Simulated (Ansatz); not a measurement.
Runs of Ansatz 0.2.0 on Mg3Te. The structure is tetragonal, space group I4/mmm (No. 139). The conventional cell has a = 4.279 Å, b = 4.279 Å, c = 10.565 Å, α = 90.00°, β = 90.00°, γ = 90.00°. Te (site symmetry 4/mmm) is surrounded by 12 Mg at 3.03 to 3.40 Å. Mg (site symmetry -4m2) has 8 Mg at 3.03 to 3.40 Å and 4 Te at 3.40 Å as nearest neighbours. Around Mg (site symmetry 4/mmm) lie 4 Te at 3.03 Å and 8 Mg at 3.40 Å. The cell comes from a database or a generator and needn't be the stable form of this composition.

```csv
task,level,potentials or basis,spin,k mesh,cutoff (eV),basis error allowed,pressure (GPa)
band structure,LDA,"all-electron LAPW, scalar-relativistic",off,9 × 9 × 9,145,0.002 eV/atom,(a)
band structure,PBEsol,"all-electron LAPW, scalar-relativistic",off,9 × 9 × 9,145,0.002 eV/atom,-1.0
band structure,PBE,"all-electron LAPW, scalar-relativistic",off,9 × 9 × 9,145,0.002 eV/atom,0.1
band structure,PBEsol,"all-electron LAPW, scalar-relativistic",off,7 × 7 × 7,145,0.002 eV/atom,-1.1
band structure,PBEsol,"all-electron LAPW, inner shells corrected to Dirac's equation",off,9 × 9 × 9,145,0.002 eV/atom,-1.0
band structure,PBEsol,"all-electron LAPW, relativistic spinors","SOC, no magnetisation",7 × 7 × 7,145,0.002 eV/atom,-1.0
single point,PBEsol,"all-electron LAPW, scalar-relativistic",off,9 × 9 × 9,160,0.001 eV/atom,-1.1
```

Alike in all rows: cell as given; smearing fermi-dirac 0.05 eV.

Task: Fill in the values left out.

Result: (a) -2.3.

Caveats: the k mesh is thin for a metal, which can move the energy by tens of meV per atom (some runs).

Not every run made on this cell is shown here.
